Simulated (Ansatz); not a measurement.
**GePH2+ (singlet): from Hartree-Fock to the top rungs, cc-pVDZ**

One table from this session's results is given with a row withheld; the runs are named, their logs left out.

Computed with Ansatz 0.2.0, Gaussian basis. Level: cc-pVDZ, core rule «outside noble gas», up to 19 orbitals frozen.

To be run: UHF; CCSD(T) on RHF; CCSD(T) on UHF; BCCD(T) on RHF; CISD; CCSDT(Q) on RHF; CCSDT(Q) on UHF; CASSCF and MRCISD+Q, 10 electrons in 10 orbitals; CASSCF and NEVPT2, 10 electrons in 10 orbitals.

19 further runs of the same task are left out: 8 that didn't finish, 11 set aside as unsound or not needed.

## What is computed

The geometry is a PBE0/def2-TZVP stationary point (not a proven minimum) of the parent state, kept for this charge and spin. No spin-orbit coupling is included. The filled d shell of Ge may be among the frozen orbitals whatever the setting's name suggests; the logs give the count.

4 atoms, charge 1, spin multiplicity 1.

Atoms are counted from 1 here; the program's logs count them from 0.

Bond lengths: Ge1–P2 2.136 Å, Ge1–H3 1.563 Å, P2–H4 1.422 Å. Angles: P2–Ge1–H3 116.8°, Ge1–P2–H4 95.7°.

Coordinates:

```xyz
4

Ge    0.0000   -0.0562    0.6389
P     0.0000    0.1316   -1.4889
H     0.0000    1.2721    1.4631
H     0.0000   -1.2656   -1.7544
```

Set-up of the first run:

in.yaml reads:

```yaml
crystal:
  periodic: [false, false, false]
  atoms:
    - {symbol: Ge, position_ang: [0.000000, -0.056222, 0.638924]}
    - {symbol: P, position_ang: [0.000000, 0.131641, -1.488929]}
    - {symbol: H, position_ang: [0.000000, 1.272055, 1.463066]}
    - {symbol: H, position_ang: [0.000000, -1.265559, -1.754446]}
basis:
  gaussian: {orbitals: cc-pVDZ}
total_charge: 1
magnetization: {spin_polarized: true, initial_magnetization: 0}
hamiltonian: {xc: hf}
output: {orbitals: {seedname: orbitals}}
```

Launch:

```
> ansatz run in.yaml --threads 1 --pin off --events-out ev --progress --plain --max-ram 2393MiB
```

Among the steps run: UHF; CCSD(T) on RHF; CCSD(T) on UHF; BCCD(T) on RHF; CISD; CCSDT(Q) on RHF; CCSDT(Q) on UHF; CASSCF and MRCISD+Q, 10 electrons in 10 orbitals; CASSCF and NEVPT2, 10 electrons in 10 orbitals.

One of the session's tables, all rows but one given; the rest of the session is left out.

```
          method  from RCCSDT(Q) (meV)
             RHF               +6845.1
             UHF               +5773.9
            RMP2               +1297.7
            CISD               +1091.1
           RCCSD                     ?
        RCCSD(T)                 +80.5
         BCCD(T)                 +85.4
          RCCSDT                 +42.7
       RCCSDT(Q)                     0
  CASSCF valence               +3450.4
  NEVPT2 valence                +821.5
  MRCISD valence                +234.4
MRCISD+Q valence                 +19.2
```

Q: Estimate the row for RCCSD from the others.

The run gave: from RCCSDT(Q) (meV): +457.5. In the column «from RCCSDT(Q) (meV)» it lies between MRCISD valence (+234.4) and NEVPT2 valence (+821.5).

Not comparable, so not listed: CCSD(T) on UHF; CCSDT(Q) on UHF (they don't share determinant, frozen orbitals or solution with the rows shown, or repeat one).

Caveats from the session: The determinant is far from a pure spin state, so its energy mixes those of several spin states (harmless only where they are near-degenerate, as at dissociation). Warnings: restricted reference is unstable; spin contamination; large T1 diagnostic.
